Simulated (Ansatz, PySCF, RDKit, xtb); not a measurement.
**C4H7BCl2: ranking a sample of isomers**

A sample of isomers of C4H7BCl2 is drawn. Aim: find which of them has the lowest free energy at 298.15 K, then its properties. The sample is small against all isomers, and the most stable one of this formula need not be in it.

Plan: many cheap relaxations first (GFN2-xTB), then density-functional screening, relaxation at r2SCAN-D4/def2-SVP, vibrations (at GFN2-xTB) and a final energy. The numbers are computed, not measured.

**1. Possible bonding patterns**

Isomers were taken from a list of plausible structures; this is a sample, not all of them. That gives 8 candidates.

```tsv
label	SMILES	spin
c016	C=C[C@H](C)B(Cl)Cl	singlet
c173	ClB(Cl)CC1CC1	singlet
c301	C=CCCB(Cl)Cl	singlet
c354	CB/C(Cl)=C(\C)Cl	singlet
c816	ClB(Cl)C1CCC1	singlet
c864	CC(C)=CB(Cl)Cl	singlet
c935	C/C(=C\BCl)CCl	singlet
c968	C=C(CC)B(Cl)Cl	singlet
```

Candidates are built by distance geometry, with a force field where one applies, in up to four conformers (letters a to d).

Q: Predict the outcome of this search (final energies at CCSD(T)/def2-SVP + MP2/def2-TZVPP - MP2/def2-SVP).

| quantity | value |
| --- | --- |
| lowest structure found | CC(C)=CB(Cl)Cl, singlet |
| next finalist | C=C(CC)B(Cl)Cl, singlet, 3.2 kcal/mol higher in G |
| share at equilibrium, among the finalists | 99.6 % |
| dipole moment (PBE0/def2-SVPD) | 3.45 D |
| HOMO energy (PBE0/def2-SVPD) | -7.71 eV |
| LUMO energy (PBE0/def2-SVPD) | -2.01 eV |
| HOMO–LUMO gap (PBE0/def2-SVPD) | 5.70 eV |
| lowest excitation (TD-PBE0/def2-SVPD) | 5.15 eV (f = 0.425) |
| lowest triplet excitation, same level, Tamm-Dancoff | 3.26 eV |
| vertical ionisation energy | 9.52 eV |
| vertical electron affinity | 0.40 eV |
| vertical triplet less singlet | +3.24 eV |

`CC(C)=CB(Cl)Cl` comes out lowest. The margin of 3.2 kcal/mol over the next finalist is beyond the usual error of the last level; it says nothing of structures that weren't ranked. r2SCAN-D4/def2-SVP, r2SCAN-D4/def2-SVP, relaxed, HF/def2-SVP and MP2/def2-SVP already put its bonding pattern lowest among the structures in one piece; GFN2-xTB favours the singlet ClB(Cl)C1CCC1 (c816b, not a finalist); HF/STO-3G favours the singlet ClB(Cl)C1CCC1 (c816a, not a finalist). One minimum inside the window was never screened. The search is not exhaustive (a finite list of starts, one conformer a finalist), so a lower isomer can't be ruled out. Only 8 drawn patterns were tried, so whole families of isomers are missing, and the result ranks this sample alone. The lowest isomer need not be the one that is made and kept in a bottle, which depends on barriers.
